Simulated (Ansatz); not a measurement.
# H5N3OW: small, medium and large basis sets

How large a basis does H5N3OW need? Two functionals are run in growing sets.

Method: one geometry, several basis sets; program: Ansatz 0.2.0, Gaussian basis.

Plan: PBE0-D4/def2-SVP; ωB97M-V/def2-SVP; PBE0-D4/def2-QZVPP; ωB97M-V/def2-QZVPP; the functionals' def2-TZVPP values are taken from earlier runs.

### Step 1. The relaxed structure

The geometry comes from an earlier relaxation with PBE0-D4 in a triple-zeta def2 set; it is a stationary point, not always the lowest conformer. W takes the def2 core potential; no spin-orbit term is included.

10 atoms, charge 0, spin multiplicity 1.

Atoms are counted from 1 here; the program's logs count them from 0.

Bond lengths: N1–W2 1.753 Å, N1–H6 1.007 Å, W2–N3 1.755 Å, W2–N4 1.951 Å, W2–O5 1.912 Å, N3–H7 1.007 Å, N4–H8 1.007 Å, N4–H9 1.007 Å, O5–H10 0.959 Å. Angles: W2–N1–H6 158.5°, N1–W2–N3 114.9°, N1–W2–N4 106.9°, N1–W2–O5 107.7°, N3–W2–N4 106.6°, N3–W2–O5 109.0°, N4–W2–O5 111.9°, W2–N3–H7 155.6°, W2–N4–H8 123.4°, W2–N4–H9 123.3°, H8–N4–H9 111.5°, W2–O5–H10 119.2°.

### Step 2. PBE0-D4 in def2-SVP

in.yaml reads:

```yaml
crystal:
  periodic: [false, false, false]
  atoms:
    - {symbol: N, position_ang: [-1.341172, 0.328689, -1.244409]}
    - {symbol: W, position_ang: [0.043807, 0.181559, -0.180036]}
    - {symbol: N, position_ang: [1.253528, -0.979832, -0.696693]}
    - {symbol: N, position_ang: [-0.628385, -0.444047, 1.541690]}
    - {symbol: O, position_ang: [0.856719, 1.906715, -0.043562]}
    - {symbol: H, position_ang: [-1.930876, 0.160998, -2.042765]}
    - {symbol: H, position_ang: [1.656535, -1.677671, -1.301386]}
    - {symbol: H, position_ang: [-0.131870, -1.096958, 2.126559]}
    - {symbol: H, position_ang: [-1.590154, -0.350547, 1.826734]}
    - {symbol: H, position_ang: [1.811869, 1.971074, 0.013868]}
basis:
  gaussian: {orbitals: def2-SVP}
hamiltonian: {xc: pbe0, dispersion: d4}
output: {orbitals: {seedname: orbitals}}
```

The runs that follow: ωB97M-V in def2-SVP; PBE0-D4 in def2-QZVPP; ωB97M-V in def2-QZVPP.

Before running them: what should the planned runs give, taken together? Wanted: PBE0-D4: double and triple zeta above quadruple; ωB97M-V: double and triple zeta above quadruple.

**Answer**, as computed:

| quantity | value |
| --- | --- |
| PBE0-D4: double and triple zeta above quadruple | 9.09, 0.42 eV |
| ωB97M-V: double and triple zeta above quadruple | 9.35, 0.39 eV |

What this shows: PBE0-D4 gains 8.67 eV from double to triple zeta, then 0.42 eV more. Total energies overstate the basis error of differences, where much of it tends to cancel. The LUMO of ωB97M-V is positive and keeps falling with the basis (1.71 to 0.82 eV): an unbound level that the basis holds in place.
